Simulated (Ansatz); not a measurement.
Geometry optimisation, DFT PBE, scalar-relativistic, plane waves, PAW (Ansatz).

input.yaml

```yaml
crystal:
  lattice:
    - [0.0, 5.43, 5.43]
    - [5.43, 0.0, 5.43]
    - [5.43, 5.43, 0.0]
  atoms:
    - { symbol: Si, position: [0.0, 0.0, 0.0] }
    - { symbol: Si, position: [0.125, 0.125, 0.125] }
    - { symbol: Si, position: [0.0, 0.0, 0.5] }
    - { symbol: Si, position: [0.125, 0.125, 0.625] }
    - { symbol: Si, position: [0.0, 0.5, 0.0] }
    - { symbol: Si, position: [0.125, 0.625, 0.125] }
    - { symbol: Si, position: [0.0, 0.5, 0.5] }
    - { symbol: Si, position: [0.125, 0.625, 0.625] }
    - { symbol: Si, position: [0.5, 0.0, 0.0] }
    - { symbol: Si, position: [0.625, 0.125, 0.125] }
    - { symbol: Si, position: [0.5, 0.0, 0.5] }
    - { symbol: Si, position: [0.625, 0.125, 0.625] }
    - { symbol: Si, position: [0.5, 0.5, 0.0] }
    - { symbol: Si, position: [0.625, 0.625, 0.125] }
    - { symbol: Si, position: [0.5, 0.5, 0.5] }
    - { symbol: Si, position: [0.625, 0.625, 0.625] }
    - { symbol: Al, position: [0.74052103, 0.7498815, 0.75369485], spin: 1.0 }
magnetization:
  spin_polarized: true
basis:
  ecutwfc: 420.0
kpoints:
  mp_grid: { grid: [2, 2, 2] }
hamiltonian:
  xc: pbe
  pseudopotentials: { kind: paw, azcp: { folder: soft_1 } }
scf:
  occupations: { method: gaussian, width: 0.02 }
  lower_state_search: "off"
relax:
  f_tol: 0.03
  max_steps: 60
  adjacent_minimum: "off"
output:
  write_density: true
  write_potential: true
  elf: true
  volumetric_format: npy
```

Command:

```bash
$ ansatz run input.yaml --threads 2 --pin off --max-ram 5120MiB --backend cpu --events-out ev --progress --plain --runs-dir out
```

Where does it end, and by what steps?

The forces met the threshold. The force dipped under the threshold on the way, but the program's further checks kept it going. Limits of this set-up: coarse k mesh. After 4 steps the energy has fallen by 0.340 eV; Si16 moved furthest, 0.09 Å.

```json
{"step": "0", "energy less start (eV)": "0.0000", "largest force component (eV/Å)": "1.143", "accepted": "yes"}
{"step": "1", "energy less start (eV)": "-0.2973", "largest force component (eV/Å)": "0.450", "accepted": "yes"}
{"step": "2", "energy less start (eV)": "-0.3355", "largest force component (eV/Å)": "0.131", "accepted": "yes"}
{"step": "3", "energy less start (eV)": "-0.3400", "largest force component (eV/Å)": "0.015", "accepted": "yes"}
{"step": "4", "energy less start (eV)": "-0.3400", "largest force component (eV/Å)": "0.015", "accepted": "yes"}
```

```xyz
17
Lattice="0.0000 5.4300 5.4300 5.4300 0.0000 5.4300 5.4300 5.4300 0.0000" Properties=species:S:1:pos:R:3
Si 0.001 -0.002 -0.003
Si 1.345 1.342 1.342
Si 2.716 2.713 0.013
Si 4.088 4.085 1.342
Si 2.717 0.013 2.712
Si 4.087 1.342 4.084
Si 5.417 2.712 2.712
Si 6.742 4.118 4.117
Si 0.016 2.714 2.712
Si 1.345 4.085 4.084
Si 2.715 5.413 2.712
Si 4.121 6.738 4.117
Si 2.716 2.713 5.412
Si 4.122 4.119 6.736
Si 5.431 5.428 5.425
Si 6.740 6.737 6.736
Al 8.146 8.142 8.140
```

Whether the end is a true minimum wasn't checked by a vibrational analysis.

Time of the run: 34 s on 2 threads of AMD EPYC 7B13 (Zen 3) (shared host), peak memory 0.74 GiB.
